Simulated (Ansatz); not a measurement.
**CH2BIO (SMILES O=CBI): functionals against CCSD(T) at one geometry**

An exercise on one series of results from a longer session: the logs are not shown, and one member is left open.

Program: Ansatz 0.2.0, Gaussian basis. Level of theory: single points in def2-TZVPP. These are calculated values, not measurements.

Cores are frozen in the correlated methods. Filled d shells of the heavier atoms are correlated. Core potentials replace the inner electrons past krypton, and spin-orbit coupling is left out.

## The system as given

6 atoms, charge 0, spin multiplicity 1.

Atoms are counted from 1 here; the program's logs count them from 0.

Bond lengths: O1–C2 1.214 Å, C2–B3 1.550 Å, C2–H5 1.139 Å, B3–I4 2.083 Å, B3–H6 1.198 Å. Angles: O1–C2–B3 134.1°, O1–C2–H5 116.4°, B3–C2–H5 109.5°, C2–B3–I4 118.4°, C2–B3–H6 121.8°, I4–B3–H6 119.7°.

As a file:

```xyz
6

O    -0.6035    1.8362   -0.1047
C    -0.1452    0.7484   -0.3904
B    -0.1608   -0.6427    0.2936
I     1.4989   -1.2141    1.4147
H     0.4255    0.6824   -1.3741
H    -1.0554   -1.4210    0.1197
```

Set-up of the first run:

File run/in.yaml:

```yaml
crystal:
  periodic: [false, false, false]
  atoms:
    - {symbol: O, position_ang: [-0.603500, 1.836200, -0.104700]}
    - {symbol: C, position_ang: [-0.145200, 0.748400, -0.390400]}
    - {symbol: B, position_ang: [-0.160800, -0.642700, 0.293600]}
    - {symbol: I, position_ang: [1.498900, -1.214100, 1.414700]}
    - {symbol: H, position_ang: [0.425500, 0.682400, -1.374100]}
    - {symbol: H, position_ang: [-1.055400, -1.421000, 0.119700]}
basis:
  gaussian: {orbitals: def2-TZVPP}
correlation: {method: ccsd_t}
output: {forces: true}
```

The command line of these runs was not kept.

Steps of the session up to this table: CCSD(T)/def2-TZVPP; PBE0-D4/def2-TZVPP; wB97M-V/def2-TZVPP; r2SCAN-D4/def2-TZVPP; PBE-D4/def2-TZVPP; LC-wPBE/def2-TZVPP; wB97X-V/def2-TZVPP.

One table of the session follows, with a row left open; its other results are not shown here.

```
   method  RMS force component (eV/Å)  angle to CCSD(T) forces (°)  dipole (D)
  CCSD(T)                       0.487                    reference        2.37
  PBE0-D4                       0.456                         43.4        2.50
  wB97M-V                       0.485                         35.3        2.45
r2SCAN-D4                       0.354                         32.1        2.45
   PBE-D4                           ?                            ?           ?
  LC-wPBE                       0.534                         43.4        2.49
  wB97X-V                       0.487                         31.2        2.47
```

Q: Estimate the row for PBE-D4 from the others.

The run gave: RMS force component (eV/Å): 0.304; angle to CCSD(T) forces (°): 28.3; dipole (D): 2.43. In the column «RMS force component (eV/Å)» it is the lowest.
